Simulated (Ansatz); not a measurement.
# CH₃NSe: a rigid scan of the angle N1–C2–H5

The task here is to estimate one member of a computed series from the others.

The runs use Ansatz 0.2.0, Gaussian basis; single points in def2-TZVPP.

Levels: PBE-D4, r2SCAN-D4, PBE0-D4, B3LYP-D4, wB97M-V, Hartree-Fock, MP2, CCSD, CCSD(T). The scan takes 108.4, 112.9, 117.4, 121.9, 126.4, 130.9, 135.4, 139.9, 144.4°.

Correlated methods freeze the cores. Filled d shells of the heavier atoms are correlated. B3LYP uses VWN-RPA correlation.

46 further runs of the same task are left out: 46 set aside as unsound or not needed.

### The system as given

The minimum, relaxed at PBE0-D4: 6 atoms, charge 0, spin multiplicity 1.

Atoms are counted from 1 here; the program's logs count them from 0.

Bond lengths: N1–C2 1.257 Å, N1–H4 1.018 Å, C2–Se3 1.902 Å, C2–H5 1.094 Å, Se3–H6 1.468 Å. Angles: C2–N1–H4 111.3°, N1–C2–Se3 119.6°, N1–C2–H5 126.4°, Se3–C2–H5 114.0°, C2–Se3–H6 94.0°.

Geometry (Å):

```mol
CH3NSe
  3D, bonds by distance, orders not assigned

  6  5  0  0  0  0  0  0  0  0999 V2000
   -0.8478   -1.0615   -0.4304 N   0  0
   -0.1118   -0.0782   -0.1650 C   0  0
    0.6409    0.0903    1.5740 Se  0  0
   -1.1807   -1.0262   -1.3922 H   0  0
    0.1606    0.7316   -0.8486 H   0  0
    1.3388    1.3440    1.2623 H   0  0
  1  2  8  0
  1  4  8  0
  2  3  8  0
  2  5  8  0
  3  6  8  0
M  END
```

Energies of the minimum (eV), from earlier single points: PBE-D4 -67912.97255, r2SCAN-D4 -67924.00604, PBE0-D4 -67915.06606, B3LYP-D4 -67927.01793, wB97M-V -67920.99925, CCSD(T) -67881.52627.

At the minimum the angle N1–C2–H5 is 126.4°.

The first run:

The input, ccsdt-tzvpp/in.yaml:

```yaml
crystal:
  periodic: [false, false, false]
  atoms:
    - {symbol: N, position_ang: [-0.859310, -0.880644, -0.778585]}
    - {symbol: C, position_ang: [-0.111762, -0.078189, -0.165029]}
    - {symbol: Se, position_ang: [0.640929, 0.090321, 1.573982]}
    - {symbol: H, position_ang: [-1.018491, -0.578794, -1.738152]}
    - {symbol: H, position_ang: [0.160648, 0.731621, -0.848641]}
    - {symbol: H, position_ang: [1.338758, 1.343981, 1.262325]}
basis:
  gaussian: {orbitals: def2-TZVPP}
correlation: {method: ccsd_t}
```

The command line of these runs was not kept.

Among the steps run: N1–C2–H5 = 108.4°; N1–C2–H5 = 112.9°; N1–C2–H5 = 117.4°; N1–C2–H5 = 121.9°; N1–C2–H5 = 126.4°; N1–C2–H5 = 130.9°; N1–C2–H5 = 135.4°; N1–C2–H5 = 139.9°; N1–C2–H5 = 144.4°.

One of the session's tables, all rows but one given; the rest of the session is left out.

It belongs to the step «The curves». Energies less that of the minimum at the same level (eV):

```
      angle (°)  PBE-D4  PBE0-D4  B3LYP-D4  wB97M-V  Hartree-Fock
          108.4   0.446    0.449     0.444    0.445         0.449
          112.9       ?        ?         ?        ?             ?
          117.4   0.113    0.111     0.108    0.109         0.098
          121.9   0.029    0.027     0.025    0.027         0.017
126.4 (minimum)   0.000    0.000     0.000    0.000         0.000
          126.4   0.000    0.000     0.000    0.000         0.000
          130.9   0.027    0.030     0.033    0.031         0.047
          135.4   0.111    0.119     0.126    0.121         0.160
          139.9   0.257    0.272     0.284    0.274         0.344
          144.4   0.469    0.491     0.510    0.495         0.603
```

Estimate the missing values for angle (°) = 112.9.

Worked estimate for «PBE-D4». A straight line through the neighbours (108.4, 0.446) and (117.4, 0.113) gives 0.446 + (0.113 − 0.446) × (112.9 − 108.4) / (117.4 − 108.4) = 0.279; a parabola fitted to 3 rows on both sides gives 0.252.

**Answer.** PBE-D4: 0.252; PBE0-D4: 0.252; B3LYP-D4: 0.247; wB97M-V: 0.248; Hartree-Fock: 0.242. In «PBE-D4» the line misses by +0.027 and the parabola by 0.000.

To keep in mind: A polynomial through the near points puts the CCSD(T) minimum at the PBE0-D4 value.
